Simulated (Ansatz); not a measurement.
**CH₇AsBNSi: up Jacob's ladder to CCSD(T)**

The task here is to estimate one member of a computed series from the others.

Computed with Ansatz 0.2.0, Gaussian basis. Level: functionals in def2-TZVPP, the program's frozen cores in correlated methods.

Levels to be run: PBE-D4, r2SCAN-D4, PBE0-D4, B3LYP-D4, ωB97X-V, ωB97M-V, B2PLYP; CCSD(T)/def2-TZVPP; MP2/def2-QZVPP; extrapolation to the limit.

**Structure used throughout**

The geometry comes from an earlier relaxation with PBE0-D4 in a triple-zeta def2 set; it is a stationary point, not always the lowest conformer.

SMILES `B[As]1C[SiH2]N1`, 12 atoms, charge 0, spin multiplicity 1.

Atoms are counted from 1 here; the program's logs count them from 0.

Bond lengths: B1–As2 1.996 Å, B1–H6 1.197 Å, B1–H7 1.195 Å, As2–C3 1.998 Å, As2–N5 1.889 Å, C3–Si4 1.880 Å, C3–H8 1.087 Å, C3–H9 1.089 Å, Si4–N5 1.723 Å, Si4–H10 1.489 Å, Si4–H11 1.496 Å, N5–H12 1.007 Å. Angles: As2–B1–H6 117.9°, As2–B1–H7 121.0°, H6–B1–H7 120.0°, B1–As2–C3 102.8°, B1–As2–N5 107.5°, C3–As2–N5 82.1°, As2–C3–Si4 87.1°, As2–C3–H8 114.2°, As2–C3–H9 109.4°, Si4–C3–H8 117.6°, Si4–C3–H9 116.3°, H8–C3–H9 110.3°, C3–Si4–N5 90.1°, C3–Si4–H10 118.4°, C3–Si4–H11 109.3°, N5–Si4–H10 115.0°, N5–Si4–H11 115.1°, H10–Si4–H11 108.3° and more.

As a file:

```xyz
12

B    -1.7256    1.2847    0.1944
As    0.2574    1.2967    0.4197
C     0.6279   -0.5090    1.1894
Si    0.8125   -1.1187   -0.5792
N     1.0074    0.5047   -1.1220
H    -2.4019    1.2711    1.1814
H    -2.2248    1.5052   -0.8689
H    -0.1889   -0.9175    1.7798
H     1.5402   -0.4685    1.7835
H     1.9472   -2.0288   -0.8994
H    -0.4580   -1.7822   -1.0083
H     0.8838    0.9070   -2.0366
```

Set-up of the first run:

in.yaml reads:

```yaml
crystal:
  periodic: [false, false, false]
  atoms:
    - {symbol: B, position_ang: [-1.725600, 1.284713, 0.194425]}
    - {symbol: As, position_ang: [0.257382, 1.296730, 0.419715]}
    - {symbol: C, position_ang: [0.627909, -0.508957, 1.189425]}
    - {symbol: Si, position_ang: [0.812479, -1.118690, -0.579160]}
    - {symbol: N, position_ang: [1.007376, 0.504733, -1.122041]}
    - {symbol: H, position_ang: [-2.401934, 1.271115, 1.181429]}
    - {symbol: H, position_ang: [-2.224836, 1.505158, -0.868909]}
    - {symbol: H, position_ang: [-0.188905, -0.917463, 1.779796]}
    - {symbol: H, position_ang: [1.540153, -0.468536, 1.783457]}
    - {symbol: H, position_ang: [1.947181, -2.028784, -0.899356]}
    - {symbol: H, position_ang: [-0.458012, -1.782175, -1.008285]}
    - {symbol: H, position_ang: [0.883806, 0.906955, -2.036594]}
basis:
  gaussian: {orbitals: def2-TZVPP}
hamiltonian: {xc: pbe, dispersion: d4}
output: {forces: true, orbitals: {seedname: orbitals}}
```

On the command line:

```
ansatz run in.yaml --threads 4 --pin off --events-out ev --progress --plain --max-ram 10444MiB
```

Among the steps run: PBE-D4 (GGA); r2SCAN-D4 (meta-GGA); PBE0-D4 (hybrid); B3LYP-D4 (hybrid); ωB97X-V (range-separated); ωB97M-V (range-separated); B2PLYP (double hybrid); CCSD(T) in def2-TZVPP; MP2 in def2-QZVPP.

One of the session's tables, all rows but one given; the rest of the session is left out.

| method | atomisation energy (kcal/mol) |
| --- | --- |
| PBE-D4 | 975.8 |
| r2SCAN-D4 | 961.9 |
| PBE0-D4 | 961.1 |
| B3LYP-D4 | 964.4 |
| ωB97X-V | 969.3 |
| ωB97M-V | ? |
| B2PLYP | 949.2 |
| HF/def2-TZVPP | 680.3 |
| MP2/def2-TZVPP | 939.9 |
| CCSD/def2-TZVPP | 915.8 |
| CCSD(T)/def2-TZVPP | 931.2 |
| MP2/CBS | 966.6 |
| CCSD(T)/CBS | 957.9 |

Estimate the missing values for ωB97M-V.

The run gave: atomisation energy (kcal/mol): 963.4. In the column «atomisation energy (kcal/mol)» it lies between r2SCAN-D4 (961.9) and B3LYP-D4 (964.4).

Limits of these values: Free atoms (1 B, 1 As, 1 C, 1 Si, 1 N, 7 H) were run apart at each level; the atomisation energy is their sum less the molecule, without zero-point or spin-orbit terms.
